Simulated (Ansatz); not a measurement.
# Alloy of AlN and SiC (6 of 48 Al sites, 6 of 48 N sites exchanged), 96 atoms

Wanted: the relaxed alloy cell and its gap (PBEsol and HSE06).

Program: Ansatz 0.2.0, PAW, plane waves. These are calculated values, not measurements.

### Step 1. The starting cell

96 atoms (42 Al, 6 Si, 42 N, 6 C); a = 9.328 Å, b = 10.771 Å, c = 9.982 Å, α = 90.00°, β = 90.00°, γ = 90.00°. All atoms were shaken off their sites by about 0.02 Å along each axis.

The runs, in order: (2) PBEsol cell relaxation at the single k point (¼, ¼, ¼), on 1 × NVIDIA H100 80GB HBM3 with 2 threads of AMD EPYC 7R13; (3) HSE06 single point at the single k point (¼, ¼, ¼), on 1 × NVIDIA H100 80GB HBM3 with 2 threads of AMD EPYC 7R13.

### Step 2. Relaxing cell and atoms with PBEsol

in.yaml

```yaml
crystal:
  lattice:
    - [9.327840, 0.000000, 0.000000]
    - [0.000000, 10.770862, 0.000000]
    - [0.000000, 0.000000, 9.982427]
  atoms:
    - { symbol: Al, position: [0.165132, 0.083941, 0.245842] }
    - { symbol: Al, position: [0.166345, 0.086654, 0.746230] }
    - { symbol: Al, position: [0.999851, 0.333592, 0.748263] }
    - { symbol: Al, position: [0.498618, 0.085776, 0.245966] }
    - { symbol: Al, position: [0.496686, 0.083229, 0.750612] }
    - { symbol: Al, position: [0.333460, 0.330000, 0.248870] }
    - { symbol: Al, position: [0.334714, 0.332992, 0.746912] }
    - { symbol: Al, position: [0.170285, 0.585117, 0.248321] }
    - { symbol: Al, position: [0.166112, 0.579910, 0.746748] }
    - { symbol: Al, position: [0.002484, 0.832910, 0.245854] }
    - { symbol: Al, position: [0.000300, 0.831246, 0.746911] }
    - { symbol: Al, position: [0.838637, 0.083299, 0.248805] }
    - { symbol: Al, position: [0.833489, 0.078480, 0.746330] }
    - { symbol: Al, position: [0.664808, 0.332236, 0.752499] }
    - { symbol: Al, position: [0.500640, 0.584063, 0.249041] }
    - { symbol: Al, position: [0.332796, 0.835565, 0.252616] }
    - { symbol: Al, position: [0.335529, 0.832721, 0.752255] }
    - { symbol: Al, position: [0.831695, 0.583527, 0.248998] }
    - { symbol: Al, position: [0.835910, 0.582250, 0.751314] }
    - { symbol: Al, position: [0.669318, 0.835170, 0.251124] }
    - { symbol: Al, position: [0.662711, 0.831360, 0.748527] }
    - { symbol: Al, position: [0.003538, 0.168657, 0.497942] }
    - { symbol: Al, position: [0.999108, 0.165687, 0.996225] }
    - { symbol: Al, position: [0.332403, 0.165434, 0.499007] }
    - { symbol: Al, position: [0.169354, 0.414426, 0.496975] }
    - { symbol: Al, position: [0.170833, 0.419903, 0.998846] }
    - { symbol: Al, position: [0.999108, 0.665456, 0.501030] }
    - { symbol: Al, position: [0.002500, 0.666823, 0.001413] }
    - { symbol: Al, position: [0.669216, 0.166605, 0.500391] }
    - { symbol: Al, position: [0.500090, 0.417062, 0.502280] }
    - { symbol: Al, position: [0.500503, 0.417721, 0.996810] }
    - { symbol: Al, position: [0.334988, 0.664384, 0.997530] }
    - { symbol: Al, position: [0.167998, 0.915796, 0.497315] }
    - { symbol: Al, position: [0.165285, 0.919175, 0.001680] }
    - { symbol: Al, position: [0.832403, 0.418402, 0.500571] }
    - { symbol: Al, position: [0.833467, 0.416500, 0.999833] }
    - { symbol: Al, position: [0.666318, 0.667501, 0.499559] }
    - { symbol: Al, position: [0.667396, 0.669696, 0.000417] }
    - { symbol: Al, position: [0.499922, 0.919172, 0.496454] }
    - { symbol: Al, position: [0.500116, 0.919688, 0.999318] }
    - { symbol: Al, position: [0.836460, 0.914375, 0.500125] }
    - { symbol: Al, position: [0.833864, 0.920213, 0.998490] }
    - { symbol: Si, position: [0.999879, 0.332299, 0.248278] }
    - { symbol: Si, position: [0.663507, 0.334555, 0.252165] }
    - { symbol: Si, position: [0.498609, 0.584107, 0.743580] }
    - { symbol: Si, position: [0.335355, 0.167497, 0.998230] }
    - { symbol: Si, position: [0.668244, 0.165996, 0.997294] }
    - { symbol: Si, position: [0.334068, 0.666755, 0.499657] }
    - { symbol: N, position: [0.999837, 0.164673, 0.188719] }
    - { symbol: N, position: [0.004076, 0.167111, 0.691310] }
    - { symbol: N, position: [0.332184, 0.166864, 0.186783] }
    - { symbol: N, position: [0.333077, 0.163397, 0.686217] }
    - { symbol: N, position: [0.165280, 0.416594, 0.186778] }
    - { symbol: N, position: [0.164496, 0.412002, 0.686141] }
    - { symbol: N, position: [0.002144, 0.670700, 0.189817] }
    - { symbol: N, position: [0.001573, 0.667352, 0.691130] }
    - { symbol: N, position: [0.664326, 0.166991, 0.187036] }
    - { symbol: N, position: [0.502696, 0.414043, 0.191842] }
    - { symbol: N, position: [0.503912, 0.412471, 0.689355] }
    - { symbol: N, position: [0.331144, 0.665870, 0.689061] }
    - { symbol: N, position: [0.166311, 0.917233, 0.185338] }
    - { symbol: N, position: [0.166214, 0.916488, 0.688551] }
    - { symbol: N, position: [0.833400, 0.417293, 0.184275] }
    - { symbol: N, position: [0.830580, 0.415407, 0.690772] }
    - { symbol: N, position: [0.668110, 0.666647, 0.190567] }
    - { symbol: N, position: [0.669571, 0.665772, 0.688890] }
    - { symbol: N, position: [0.499459, 0.920028, 0.190313] }
    - { symbol: N, position: [0.502301, 0.913791, 0.688457] }
    - { symbol: N, position: [0.833639, 0.915517, 0.189521] }
    - { symbol: N, position: [0.832240, 0.918902, 0.689214] }
    - { symbol: N, position: [0.162195, 0.082522, 0.436469] }
    - { symbol: N, position: [0.166681, 0.083223, 0.937691] }
    - { symbol: N, position: [0.997949, 0.336351, 0.435488] }
    - { symbol: N, position: [0.000592, 0.330802, 0.939034] }
    - { symbol: N, position: [0.505291, 0.085656, 0.441476] }
    - { symbol: N, position: [0.502442, 0.084761, 0.937375] }
    - { symbol: N, position: [0.336509, 0.330149, 0.440963] }
    - { symbol: N, position: [0.334833, 0.334188, 0.936578] }
    - { symbol: N, position: [0.167851, 0.585180, 0.438193] }
    - { symbol: N, position: [0.166746, 0.581955, 0.942718] }
    - { symbol: N, position: [0.998591, 0.832320, 0.438568] }
    - { symbol: N, position: [0.832808, 0.084335, 0.937637] }
    - { symbol: N, position: [0.663715, 0.333733, 0.437367] }
    - { symbol: N, position: [0.500827, 0.584260, 0.937356] }
    - { symbol: N, position: [0.336065, 0.833792, 0.441776] }
    - { symbol: N, position: [0.330131, 0.833923, 0.936322] }
    - { symbol: N, position: [0.834106, 0.583716, 0.442348] }
    - { symbol: N, position: [0.832511, 0.583460, 0.939709] }
    - { symbol: N, position: [0.665461, 0.835582, 0.436431] }
    - { symbol: N, position: [0.666632, 0.834055, 0.937114] }
    - { symbol: C, position: [0.665799, 0.166533, 0.688143] }
    - { symbol: C, position: [0.331876, 0.666682, 0.186935] }
    - { symbol: C, position: [0.998838, 0.829162, 0.938445] }
    - { symbol: C, position: [0.833902, 0.085607, 0.440861] }
    - { symbol: C, position: [0.669522, 0.331424, 0.939144] }
    - { symbol: C, position: [0.498628, 0.578300, 0.436860] }
  symmetry: { detect: false }
kpoints:
  mp_grid: { grid: [1, 1, 1], shift: [0.25, 0.25, 0.25] }
hamiltonian:
  xc: pbesol
scf:
  occupations: { method: fermi_dirac, width: 0.01 }
relax:
  f_tol: 0.03
  max_steps: 80
  escape_saddle: false
  adjacent_minimum: "off"
  cell: { fix: [alpha, beta, gamma] }
output:
  forces: true
  eigenvalues: true
  populations: true
```

The run is started by

```console
$ ansatz run in.yaml --threads 2 --pin off --max-ram 30400MiB --runs-dir r --events-out ev --progress --plain --backend cuda --devices 0, --max-vram 18GiB
```

Further steps of the session: HSE06 single point.

Before running it: what results should come out? Wanted: for each run, top filled to lowest empty.

**Answer**, as computed:

| level | time | top filled to lowest empty (eV) |
| --- | --- | --- |
| PBEsol, relaxation | 57 s (GPU) | 3.22 |
| HSE06 | 87 s (GPU) | 4.43 |

| quantity | value |
| --- | --- |
| relaxation | 6 recorded steps, 6.35 eV gained |
| largest shift | 0.19 Å (N63) |
| relaxed cell | a = 9.336 Å, b = 10.774 Å, c = 10.010 Å, α = 90.00°, β = 90.00°, γ = 90.00° |
| mean bonds | Al–C 1.899, Al–N 1.914, C–Si 1.776, N–Si 1.800 Å |

**What this shows.** Relaxation gains 6.35 eV, with shifts up to 0.19 Å (N63), while the volume changes by +0.4 %. The mean lengths of the listed bonds run from C–Si 1.78 Å to Al–N 1.91 Å. At the same k points, PBEsol gives a spacing 1.21 eV smaller than the 4.43 eV of HSE06. With one k point the spacing samples only the states that fold onto it, so it can exceed the gap over the zone.
